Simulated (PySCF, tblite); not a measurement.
# C3H11GeN: geometry, infrared bands and NMR shifts

What infrared bands and NMR shifts should C3H11GeN (`C[CH](C)[GeH2][NH2]`) show?

Computed with tblite 0.8.0 and PySCF 2.14.0, with density-fitted response routines of our own, on a single molecule in the gas phase. Atoms are numbered from 0 throughout.

## Step 1: The starting structure

16 atoms, charge 0, multiplicity 1; geometry from: force field or distance geometry start.

Bonds of the start (Å): C0–C1 1.49, C1–C2 1.52, C1–Ge3 1.95, Ge3–N4 1.86, C0–H5 1.11, C0–H6 1.12, C0–H7 1.11, C1–H8 1.13, C2–H9 1.12, C2–H10 1.11, C2–H11 1.12, Ge3–H12 1.53, Ge3–H13 1.56, N4–H14 1.05, N4–H15 1.06.

## Step 2: Relaxing the molecule with GFN2-xTB

Job settings and geometry (Å):

```
{"job": {"kind": "relax", "xc": "GFN2-xTB", "basis": "xTB"}, "charge": 0, "multiplicity": 1}
C     -0.996100     1.330000    -0.165600
C     -0.457800     0.054700     0.390500
C     -1.402500    -1.116200     0.171100
Ge     1.144500    -0.410100    -0.625100
N      2.621400    -0.021900     0.433600
H     -0.550400     2.208200     0.340800
H     -2.110200     1.321800    -0.082100
H     -0.663700     1.389300    -1.218000
H     -0.239300     0.171400     1.488100
H     -2.258800    -1.104600     0.886800
H     -0.792300    -2.037100     0.279800
H     -1.760600    -1.047500    -0.890100
H      1.083900     0.394100    -1.921500
H      1.120600    -1.950000    -0.858100
H      2.319300    -0.154000     1.425900
H      2.934400     0.980700     0.332600
```

Launch:

```bash
> OMP_NUM_THREADS=1 python probes_run.py task.json out
```

The driver reads the jobs from task.json and runs them one after another.

**Question.** This job is followed by: GFN2-xTB harmonic vibrations, gas phase; GIAO PBE0/pcSseg-1 NMR shielding, non-relativistic, gas phase. Predict these results of the whole session: strongest single infrared mode (GFN2-xTB); zero-point energy (GFN2-xTB); 13C shifts against TMS (PBE0/pcSseg-1, means over atoms taken as alike); 1H shifts against TMS (PBE0/pcSseg-1, means over atoms taken as alike); 73Ge shifts against GeMe4 (PBE0/pcSseg-1); 15N shifts against NH3 (PBE0/pcSseg-1).

The runs gave:

| quantity | value |
| --- | --- |
| strongest single infrared mode (GFN2-xTB) | 1997 cm⁻¹, 549 km/mol |
| zero-point energy (GFN2-xTB) | 82.3 kcal/mol |
| 13C shifts against TMS (PBE0/pcSseg-1, means over atoms taken as alike) | 25.5, 20.5 ppm |
| 1H shifts against TMS (PBE0/pcSseg-1, means over atoms taken as alike) | 4.30, 1.15, 1.13, -0.18 ppm |
| 73Ge shifts against GeMe4 (PBE0/pcSseg-1) | -48 ppm |
| 15N shifts against NH3 (PBE0/pcSseg-1) | 0.2 ppm |

Over 139 steps the energy fell by 0.630 eV; of the close pairs, C1–Ge3 changed most, 1.953 to 2.012 Å. No mode is imaginary among the 42: a minimum at this level. The strongest single mode, at 1997 cm⁻¹, moves mainly H12 and H13. GFN2-xTB is a fitted tight-binding method: band positions and strengths are rough. Its intensities can rank the bands wrongly. At PBE0/pcSseg-1: The widest tensor belongs to Ge3: span 305 ppm, with a paramagnetic part of -1378 ppm. Spin-orbit coupling is left out, which matters for shieldings and couplings at and beside the heavy atoms.
